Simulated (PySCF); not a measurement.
Molecule: C2NBrH4, in a box.

```
C N Br H
1.0
    12.00000    0.00000    0.00000
     0.00000   14.00000    0.00000
     0.00000    0.00000   12.00000
C N Br H
2 1 1 4
Direct
  0.48723 0.61452 0.53647
  0.56287 0.48086 0.45361
  0.50423 0.51263 0.53037
  0.59047 0.34828 0.43796
  0.39787 0.62905 0.53267
  0.51663 0.63987 0.61738
  0.52949 0.65472 0.47024
  0.60429 0.52212 0.38829
```

Base run:

| Quantity | Value |
| --- | --- |
| Program | PySCF 2.14.0 |
| Functional | r2SCAN50 |
| Potentials or basis | def2-svp (all-electron) |
| k mesh | 1 × 1 × 1 |
| Occupations | fixed |
| Spin | no spin polarisation |

Its results: gap between the frontier levels 9.92 eV.

After a change of settings the same cell gave: gap between the frontier levels 6.96 eV. Which change was it?
A. functional from r2SCAN50 to PBE0; dispersion from none to D3
B. functional from r2SCAN50 to B3LYP5; dispersion from none to D3(OP)
C. functional from r2SCAN50 to PBE
D. functional from r2SCAN50 to HSE03

B.

Caveats: this is a molecule in a periodic box at the Γ point, so its band gap is the HOMO-LUMO gap; relativity is left out, which matters for the heavier elements; the basis of atomic orbitals isn't converged, which shifts pressures, moduli and gaps.
